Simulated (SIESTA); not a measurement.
Ba2Tl5V3O12:

```
Ba V Tl O
1.0
     6.65272    0.04946    0.02017
     2.86070    8.36464    0.00384
     2.68279    2.46936    9.19569
Ba V Tl O
2 3 5 12
Direct
  0.80419 0.04665 0.02264
  0.21205 0.95157 0.34012
  0.74540 0.70796 0.33582
  0.25963 0.26599 0.03225
  0.04074 0.07695 0.66106
  0.25636 0.39847 0.35003
  0.58966 0.34866 0.60553
  0.57327 0.88069 0.66842
  0.74552 0.49664 0.11648
  0.11891 0.64206 0.74303
  0.28433 0.09717 0.54175
  0.85350 0.49575 0.34386
  0.40255 0.20448 0.17282
  0.88414 0.05377 0.55967
  0.14017 0.47956 0.98899
  0.54627 0.73631 0.48712
  0.90594 0.24279 0.73262
  0.61543 0.80058 0.18857
  0.05538 0.16451 0.10164
  0.08209 0.90404 0.80708
  0.44178 0.20123 0.89187
  0.94269 0.80417 0.30862
```

The cell was built by a generator and needn't be a form met in nature.

Base run:

* Program: SIESTA 5.4.2
* Functional: PBE
* Potentials or basis: PseudoDojo 0.4 standard (PBE files)
* Basis: DZP (energy shift 0.003 Ry; two zetas on semicore shells; d shell added on Ba)
* Grid cutoff: 800 Ry
* Energy shift: 0.003 Ry
* k mesh: 5 × 4 × 3
* Occupations: fermi-dirac, width 0.05 eV
* Spin: collinear spin, ferromagnetic start
* Starting moments: [0.0, 0.0, 2.0, 2.0, 2.0, 0.0, 0.0, 0.0, 0.0, 0.0, 0.0, 0.0, 0.0, 0.0, 0.0, 0.0, 0.0, 0.0, 0.0, 0.0, 0.0, 0.0] μB

Its results: band gap on the k mesh 2.86 eV, indirect (least direct gap 2.97 eV); pressure 1.1 GPa; net moment 0.00 μB per cell; largest force 0.372 eV/Å.

Task: The run is repeated on the same cell with these changes: hubbard terms from none to V d U = 6 eV. What comes out?

Result: Band gap on the k mesh 2.88 eV, indirect (least direct gap 3.03 eV); pressure 2.1 GPa; net moment 0.00 μB per cell; largest force 0.803 eV/Å.

Caveats: this set's barium file shifts pressures by up to 1 GPa against other sets; spin-orbit coupling is left out, which as a rule narrows the gap of such compounds by several tenths of an eV; an odd mesh through Γ misses points on the zone boundary, where band edges often lie; the basis of atomic orbitals isn't converged, which shifts pressures, moduli and gaps.

Not every run made on this cell is shown here.
